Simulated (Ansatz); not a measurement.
# La4C3: the cost of one run

Program: Ansatz 0.2.0. Level of theory: DFT PBE, scalar-relativistic, plane waves, PAW. These are calculated values, not measurements.

## 1. The system as given

The structure is cubic, space group Pm-3m (No. 221). The conventional cell has a = 5.449 Å, b = 5.449 Å, c = 5.449 Å, α = 90.00°, β = 90.00°, γ = 90.00°. Around La (site symmetry 4/mmm) lie 2 La at 2.72 Å and 4 C at 2.72 Å. Around La (site symmetry m-3m) lie 6 La at 2.72 Å. C (site symmetry 4/mmm) has 4 La at 2.72 Å as nearest neighbours.

Coordinates:

```
La C
1.0
     5.44904    0.00000    0.00000
     0.00000    5.44904    0.00000
     0.00000    0.00000    5.44904
La C
4 3
Direct
  0.50000 0.00000 0.00000
  0.00000 0.50000 0.00000
  0.00000 0.00000 0.50000
  0.00000 0.00000 0.00000
  0.00000 0.50000 0.50000
  0.50000 0.00000 0.50000
  0.50000 0.50000 0.00000
```

The cell is invented: random cell by space group and Wyckoff sites (Pm-3m, No. 221). Its size is a rough estimate.

## 2. The guess as it stands, on a coarse mesh

input.yaml

```yaml
crystal:
  lattice:
    - [5.44904319, 0.0, 0.0]
    - [0.0, 5.44904319, 0.0]
    - [0.0, 0.0, 5.44904319]
  atoms:
    - { symbol: La, position: [0.5, 0.0, 0.0] }
    - { symbol: La, position: [0.0, 0.5, 0.0] }
    - { symbol: La, position: [0.0, 0.0, 0.5] }
    - { symbol: La, position: [0.0, 0.0, 0.0] }
    - { symbol: C, position: [0.0, 0.5, 0.5] }
    - { symbol: C, position: [0.5, 0.0, 0.5] }
    - { symbol: C, position: [0.5, 0.5, 0.0] }
basis:
  ecutwfc: 420
kpoints:
  mp_grid: { grid: [4, 4, 4] }
hamiltonian:
  xc: pbe
scf:
  occupations: { method: gaussian, width: 0.1 }
  lower_state_search: "off"
output:
  forces: true
  stress: true
  eigenvalues: true
```

Launch:

```
$ ansatz run input.yaml --threads 1 --pin off --max-ram 2048MiB --backend cpu --events-out ev --progress --plain --runs-dir out
```

**Question.** How long does this run take on 1 thread of Arm Neoverse V2, shared host, and how much memory does it need?

About 5.3 s, with a peak of 0.46 GiB.
